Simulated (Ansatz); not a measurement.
Write a Python script for the Python package of Ansatz (0.2.0) that makes a rigid torsion scan of CH4Cl2Si, SMILES C[SiH](Cl)Cl. Level of theory (for the species named): r2SCAN, def2-SVP basis, multiplicity 1.

```xyz
8

C    -0.1394    0.9462   -0.1216
Si    0.0272   -0.8048    0.1992
Cl    1.9161   -1.1854    0.7827
Cl   -0.1678   -1.8733   -1.5174
H    -1.1999    1.2033   -0.5000
H    -0.0164    1.6035    0.7668
H     0.5344    1.3491   -0.8963
H    -0.8621   -1.2957    1.2308
```

Script `ch4cl2si.py`:
```python
# -*- coding: utf-8 -*-
'''Rigid torsion scan of CH4Cl2Si.'''

from dataclasses import dataclass

import ansatz as az
from ase import Atoms


@dataclass(frozen=True)
class RunConfig:
    basis: str = 'def2-SVP'
    xc: str = 'r2scan'
    fmax: float = 0.02


settings = RunConfig()


def main():
    atoms = Atoms(['C', 'Si', 'Cl', 'Cl', 'H', 'H', 'H', 'H'], positions=[
        (-0.1394, 0.9462, -0.1216),
        (0.0272, -0.8048, 0.1992),
        (1.9161, -1.1854, 0.7827),
        (-0.1678, -1.8733, -1.5174),
        (-1.1999, 1.2033, -0.5),
        (-0.0164, 1.6035, 0.7668),
        (0.5344, 1.3491, -0.8963),
        (-0.8621, -1.2957, 1.2308),
    ])

    # relax first, so that the scan starts from a minimum
    first = az.Crystal.molecule_from_ase(atoms).calculation()
    first = first.basis(gaussian=settings.basis)
    first = first.functional(settings.xc)
    first = first.relax(force_tolerance=settings.fmax, max_steps=80)
    atoms.positions = first.run(threads=1, pin='off').report['positions_ang']

    start = atoms.get_dihedral(4, 0, 1, 2)
    energies = {}
    for turn in range(0, 360, 30):
        turned = atoms.copy()
        turned.set_dihedral(4, 0, 1, 2, start + turn, indices=[1, 2, 3, 7])
        model = az.Crystal.molecule_from_ase(turned).calculation()
        model = model.basis(gaussian=settings.basis)
        model = model.functional(settings.xc)
        energies[round((start + turn) % 360)] = model.run(threads=1, pin='off').report['free_energy_ev']
    floor = min(energies.values())
    print('dihedral H4-C0-Si1-Cl2 (deg)   E - E(min) (eV)')
    for angle, e in sorted(energies.items()):
        print(f'{angle:8d} {(e - floor):14.3f}  ' + '#' * int(30 * (e - floor) / max(max(energies.values()) - floor, 1e-9)))


if __name__ == '__main__':
    main()
```

```console
$ python ch4cl2si.py
dihedral H4-C0-Si1-Cl2 (deg)   E - E(min) (eV)
      29          0.038  ##############
      59          0.000
      89          0.038  ##############
     119          0.077  #############################
     149          0.038  ##############
     179          0.000
     209          0.038  ##############
     239          0.077  #############################
     269          0.038  ##############
     299          0.000
     329          0.038  ##############
     359          0.077  ##############################
```

The scan is rigid and the energies are electronic, in a modest basis. With rigid groups the curve can differ much from the relaxed path, the start wasn't checked as a minimum of this torsion, and equivalent turns needn't return to the same energy. The whole script took 59 s on 1 thread of Intel(R) Xeon(R) Processor @ 2.30GHz (shared host), peak memory 0.26 GiB.
